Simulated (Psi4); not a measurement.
# BHOF2 (difluorohydroxyborane) at TPSS/def2-TZVPD (Coulomb fitting set, sweep point 1), part 1 of 2

What is the vertical singlet–triplet gap of BHOF2 (difluorohydroxyborane) at TPSS/def2-TZVPD (Coulomb fitting set, sweep point 1)? 

The results are computed with Psi4 1.11.

3 further runs of the same task are left out: 3 that didn't finish.

## Step 1: The system as given

The species is BHOF2 (5 atoms), meant as a singlet with charge 0. As SMILES, `OB(F)F`. The coordinates come from a PBE0-D4/def2-TZVP relaxation.

Bond lengths: O1–B2 1.345 Å, B2–F3 1.317 Å, B2–F4 1.327 Å, O1–H5 0.960 Å. Angles: O1–B2–F3 119.5°, O1–B2–F4 122.2°, F3–B2–F4 118.3°, B2–O1–H5 113.5°.

## Step 2: A single-point energy at TPSS/def2-TZVPD (Coulomb fitting set, sweep point 1)

File bf2ho.dat:

```
memory 1600 MB

molecule mol {
  0 1
  O      0.038630     1.000750     0.174310
  B      0.105760    -0.342460     0.137210
  F      0.731030    -0.986880     1.100700
  F     -0.439530    -1.051930    -0.843330
  H     -0.435890     1.380520    -0.568880
  units angstrom
  symmetry c1
}

set basis def2-TZVPD
set puream true
set scf_type df
set dft_radial_points 99
set dft_spherical_points 590
set df_basis_scf def2-universal-jfit

E, wfn = energy("tpss", return_wfn=True)
```

Launch:

```bash
psi4 bf2ho.dat bf2ho.out -n 1
```

bf2ho.out:

```text
Psi4 1.11 release

   => Loading Basis Set <=

    Name: DEF2-TZVPD
    Role: ORBITAL
    Keyword: BASIS

         ---------------------------------------------------------
                                   SCF
                              RKS Reference
                        1 Threads,   1525 MiB Core
         ---------------------------------------------------------

  ==> Geometry <==

    Molecular point group: c1
    Full point group: C1

    Geometry (in Angstrom), charge = 0, multiplicity = 1:

       Center              X                  Y                   Z               Mass
    ------------   -----------------  -----------------  -----------------  -----------------
         O           -0.065613010079     1.381095167930     0.043797989885    15.994914619570
         B            0.001516989921     0.037885167930     0.006697989885    11.009305360000
         F            0.626786989921    -0.606534832070     0.970187989885    18.998403162730
         F           -0.543773010079    -0.671584832070    -0.973842010115    18.998403162730
         H           -0.540133010079     1.760865167930    -0.699392010115     1.007825032230

  Running in c1 symmetry.

  Rotational constants: A =      0.34436  B =      0.33633  C =      0.17015 [cm^-1]
  Rotational constants: A =  10323.59215  B =  10082.88988  C =   5100.91071 [MHz]
  Nuclear repulsion =  112.725598717264262

  Charge       = 0
  Multiplicity = 1
  Electrons    = 32
  Nalpha       = 16
  Nbeta        = 16

  ==> Algorithm <==

  SCF Algorithm Type is DF.
  DIIS enabled.
  MOM disabled.
  Fractional occupation disabled.
  Guess Type is SAD.
  Energy threshold   = 1.00e-06
  Density threshold  = 1.00e-06
  Integral threshold = 1.00e-12

  ==> Primary Basis <==

  Basis Set: DEF2-TZVPD
    Blend: DEF2-TZVPD
    Number of shells: 60
    Number of basis functions: 166
    Number of Cartesian functions: 190
    Spherical Harmonics?: true
    Max angular momentum: 3

  ==> DFT Potential <==

   => LibXC <=

    Version 7.1.2

   => Composite Functional: TPSS <=

    TPSS Meta-GGA XC Functional

    Deriv               =              1
    GGA                 =           TRUE
    Meta                =           TRUE

    Exchange Hybrid     =          FALSE
    MP2 Hybrid          =          FALSE

   => Exchange Functionals <=

    1.0000   XC_MGGA_X_TPSS

   => Correlation Functionals <=

    1.0000   XC_MGGA_C_TPSS

   => LibXC Density Thresholds  <==

    XC_MGGA_C_TPSS:  1.00E-15
    XC_MGGA_X_TPSS:  1.00E-15

   => Molecular Quadrature <=

    Radial Scheme          =       TREUTLER
    Pruning Scheme         =           NONE
    Nuclear Scheme         =       TREUTLER

    Blocking Scheme        =         OCTREE
    BS radius alpha        =              1
    Pruning alpha          =              1
    Radial Points          =             99
    Spherical Points       =            590
    Total Points           =         283715
    Total Blocks           =           2113
    Max Points             =            256
    Max Functions          =            162
    Weights Tolerance      =       1.00E-15

   => Loading Basis Set <=

    Name: DEF2-UNIVERSAL-JFIT
    Role: JKFIT
    Keyword: DF_BASIS_SCF

  ==> Integral Setup <==

  DFHelper Memory: AOs need 0.048 GiB; user supplied 0.048 GiB.
  SCF_SUBTYPE=INCORE selected. In-core MEM_DF algorithm will be used.
  Using in-core AOs.

  ==> MemDFJK: Density-Fitted J/K Matrices <==

    J tasked:                   Yes
    K tasked:                    No
    wK tasked:                   No
    Memory [MiB]:                49
    Algorithm:                 Core
    Schwarz Cutoff:           1E-12
    Mask sparsity (%):       0.8637
    Fitting Condition:        1E-10

   => Auxiliary Basis Set <=

  Basis Set: DEF2-UNIVERSAL-JFIT
    Blend: DEF2-UNIVERSAL-JFIT
    Number of shells: 65
    Number of basis functions: 207
    Number of Cartesian functions: 256
    Spherical Harmonics?: true
    Max angular momentum: 4

  Cached 33.4% of DFT collocation blocks in 0.924 [GiB].

  Minimum eigenvalue in the overlap matrix is 7.6105424189E-05.
  Reciprocal condition number of the overlap matrix is 8.1892139804E-06.
    Using symmetric orthogonalization.

  ==> Pre-Iterations <==

  SCF Guess: Superposition of Atomic Densities via on-the-fly atomic UHF (no occupation information).

   -------------------------
    Irrep   Nso     Nmo
   -------------------------
     A        166     166
   -------------------------
    Total     166     166
   -------------------------

  ==> Iterations <==

                           Total Energy        Delta E     RMS |[F,P]|

   @DF-RKS iter SAD:  -300.12758937306836   -3.00128e+02   0.00000e+00
   @DF-RKS iter   1:  -300.43487635255360   -3.07287e-01   5.46907e-03 ADIIS/DIIS
   @DF-RKS iter   2:  -299.77892065424447    6.55956e-01   9.44430e-03 ADIIS/DIIS
   @DF-RKS iter   3:  -300.68139883517063   -9.02478e-01   1.22300e-03 ADIIS/DIIS
   @DF-RKS iter   4:  -300.69312793781921   -1.17291e-02   6.67469e-04 ADIIS/DIIS
   @DF-RKS iter   5:  -300.69630137888873   -3.17344e-03   1.63304e-04 ADIIS/DIIS
   @DF-RKS iter   6:  -300.69655904715944   -2.57668e-04   2.16889e-05 DIIS
   @DF-RKS iter   7:  -300.69656329455370   -4.24739e-06   9.88576e-06 DIIS
   @DF-RKS iter   8:  -300.69656402690248   -7.32349e-07   3.52578e-06 DIIS
   @DF-RKS iter   9:  -300.69656412425923   -9.73567e-08   3.77116e-07 DIIS
  Energy and wave function converged.

  ==> Post-Iterations <==

   Electrons on quadrature grid:
      Ntotal   =   31.9999998913 ; deviation = -1.087e-07

    Orbital Energies [Eh]
    ---------------------

    Doubly Occupied:

       1A    -24.429618     2A    -24.425749     3A    -18.927953
       4A     -6.707559     5A     -1.167130     6A     -1.139290
       7A     -0.995125     8A     -0.556836     9A     -0.514711
      10A     -0.482785    11A     -0.448643    12A     -0.411864
      13A     -0.388358    14A     -0.374662    15A     -0.347837
      16A     -0.332909

    Virtual:

      17A     -0.029752    18A      0.018017    19A      0.022111
      20A      0.046120    21A      0.056794    22A      0.077944
      23A      0.086622    24A      0.096666    25A      0.104753
      26A      0.114180    27A      0.122689    28A      0.136807
      29A      0.169129    30A      0.180113    31A      0.194046
      32A      0.196025    33A      0.196723    34A      0.210573
      35A      0.243672    36A      0.249377    37A      0.262963
      38A      0.273020    39A      0.277864    40A      0.280020
      41A      0.309387    42A      0.324864    43A      0.335326
      44A      0.355102    45A      0.383848    46A      0.420649
      47A      0.446431    48A      0.480189    49A      0.488073
      50A      0.492228    51A      0.544971    52A      0.551391
      53A      0.575318    54A      0.584051    55A      0.589463
      56A      0.604916    57A      0.606845    58A      0.618747
      59A      0.623678    60A      0.644215    61A      0.670277
      62A      0.694519    63A      0.708828    64A      0.710707
      65A      0.763383    66A      0.797905    67A      0.818755
      68A      0.832067    69A      0.916965    70A      0.960712
      71A      0.975017    72A      0.995188    73A      1.050296
      74A      1.061680    75A      1.071772    76A      1.098039
      77A      1.194530    78A      1.199457    79A      1.245318
      80A      1.268077    81A      1.290271    82A      1.490565
      83A      1.522916    84A      1.541185    85A      1.639666
      86A      1.718255    87A      1.746472    88A      1.796451
      89A      1.872280    90A      1.884644    91A      1.916042
      92A      1.956387    93A      1.957002    94A      2.038503
      95A      2.068894    96A      2.108235    97A      2.125757
      98A      2.165683    99A      2.304574   100A      2.333494
     101A      2.404557   102A      2.414405   103A      2.496257
     104A      2.504405   105A      2.527943   106A      2.752572
     107A      2.769187   108A      2.821064   109A      2.866054
     110A      2.866421   111A      2.912426   112A      2.940467
     113A      2.987592   114A      3.021194   115A      3.149524
     116A      3.325894   117A      3.437010   118A      3.575469
     119A      3.576012   120A      3.691610   121A      3.951237
     122A      4.004905   123A      4.043612   124A      4.407453
     125A      4.740620   126A      4.774025   127A      5.230392
     128A      5.343650   129A      5.464656   130A      5.556010
     131A      5.611838   132A      5.981108   133A      6.290575
     134A      6.414424   135A      6.629716   136A      6.647889
     137A      6.833598   138A      6.844206   139A      6.866197
     140A      6.875615   141A      6.904735   142A      6.924154
     143A      6.982405   144A      7.037619   145A      7.072505
     146A      7.115435   147A      7.139481   148A      7.181989
     149A      7.235418   150A      7.344800   151A      7.380254
     152A      7.647696   153A      8.395441   154A      8.462376
     155A      8.478117   156A      8.501463   157A      8.696316
     158A      8.776577   159A      8.878628   160A      8.893532
     161A      8.970283   162A      9.300230   163A     16.193056
     164A     43.835228   165A     57.557584   166A     57.617700

    Final Occupation by Irrep:
              A
    DOCC [    16 ]
    NA   [    16 ]
    NB   [    16 ]

  @DF-RKS Final Energy:  -300.69656412425923

   => Energetics <=

    Nuclear Repulsion Energy =            112.7255987172642619
    One-Electron Energy =                -640.2197266391228823
    Two-Electron Energy =                 260.9122476414368634
    DFT Exchange-Correlation Energy =     -34.1146838438374118
    Empirical Dispersion Energy =           0.0000000000000000
    VV10 Nonlocal Energy =                  0.0000000000000000
    Total Energy =                       -300.6965641242592255

Computation Completed

Properties will be evaluated at   0.000000,   0.000000,   0.000000 [a0]

Properties computed using the SCF density matrix

 Multipole Moments:

 ------------------------------------------------------------------------------------
     Multipole            Electronic (a.u.)      Nuclear  (a.u.)        Total (a.u.)
 ------------------------------------------------------------------------------------

 L = 1.  Multiply by 2.5417464519 to convert [e a0] to [Debye]
 Dipole X            :          0.2681875           -0.5864318           -0.3182443
 Dipole Y            :         -2.3399268            2.8269837            0.4870570
 Dipole Z            :          0.1856026           -0.6583888           -0.4727861
 Magnitude           :                                                    0.7496870

 ------------------------------------------------------------------------------------

	total time  =         47 seconds =       0.78 minutes

    Psi4 run time: 0:00:47.85
```

Wall time 49 s (1 thread of Intel Xeon at 2.70GHz, shared host); peak memory 1.2 GiB.

(Continued in part 2 of 2.)
